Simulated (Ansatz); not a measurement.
**HfN in Ansatz: the effect of exact exchange**

The system is HfN.

```xyz
2
Lattice="3.4332 0.0000 0.0000 -1.7166 2.9732 0.0000 0.0000 0.0000 3.9698" Properties=species:S:1:pos:R:3 pbc="T T T"
Hf    0.0000    0.0000    1.9849
N     0.0000    0.0000    0.0000
```

The cell was built by a generator and needn't be a form met in nature.

Alike in all runs:

```yaml
Program: Ansatz 0.2.0
Task: single point
Functional: HSE06 form with a typed share of exact exchange
Potentials_or_basis: Ansatz PAW
Cutoff: "420 eV (not typed: the program's choice for these potentials)"
k_mesh: 5 × 5 × 4
Occupations: fermi-dirac, width 0.05 eV
Spin: no spin polarisation
```

```tsv
exact exchange	pressure (GPa)
0.05	-1.1
0.1	-1.2
0.15	-1.2
0.2	-1.2
0.25	-0.8
0.3	-0.4
0.4	?
0.5	-3.7
```

What does the run with exact exchange 0.4 give?

Pressure 3.9 GPa.

Worked out: The pressure follows no smooth curve through the other rows.

Caveats: all runs use coarse meshes; the PAW data sets come from PBE, with cores solved anew for the run's functional, which leaves a small shift of forces and pressure; the thresholds are loose for stress.
